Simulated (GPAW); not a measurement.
Runs of GPAW 26.7.0 on CdInS2. The structure is trigonal, space group P-3m1 (No. 164). Conventional cell: a = 3.869 Å, b = 3.869 Å, c = 6.811 Å, α = 90.00°, β = 90.00°, γ = 120.00°. Around In (site symmetry -3m) lie 6 S at 2.83 Å. Cd (site symmetry -3m) has 6 S at 2.79 Å as nearest neighbours. S (site symmetry 3m) has 3 Cd at 2.79 Å and 3 In at 2.83 Å as nearest neighbours. The cell comes from a database or a generator and needn't be the stable form of this composition.

```tsv
task	level	potentials or basis	smearing	gap on the mesh (eV)	pressure (GPa)	largest force (eV/Å)
single point	PBE	GPAW PAW data sets (gpaw-data 1.2.1), pw	fermi-dirac 0.05 eV	none	-0.3	0.05
single point	RPBE	the program's PAW data sets (release 1.2.1) made for this functional, pw	gaussian 0.05 eV	none	(c)	0.02
single point	PBEsol	PAW data sets generated in the run's folder for this functional, pw	gaussian 0.05 eV	none	(b)	0.07
electron localisation function	PBE+D4	GPAW PAW data sets (gpaw-data 1.2.1), pw	fermi-dirac 0.02 eV	none	(a)	0.06
```

Alike in all rows: no spin polarisation; cell as given; k mesh 8 × 8 × 4; cutoff (eV) 600.

Q: Fill in the values left out.

A: (a) -2.9; (b) -3.9; (c) 1.9.

Caveats: pairwise dispersion overbinds metals, which lowers pressure and volume (some runs).

A k mesh can miss the band edges, and the runs leave out spin-orbit coupling on Cd, In.

A gap of «none» marks a metal or a gap under the smearing width.
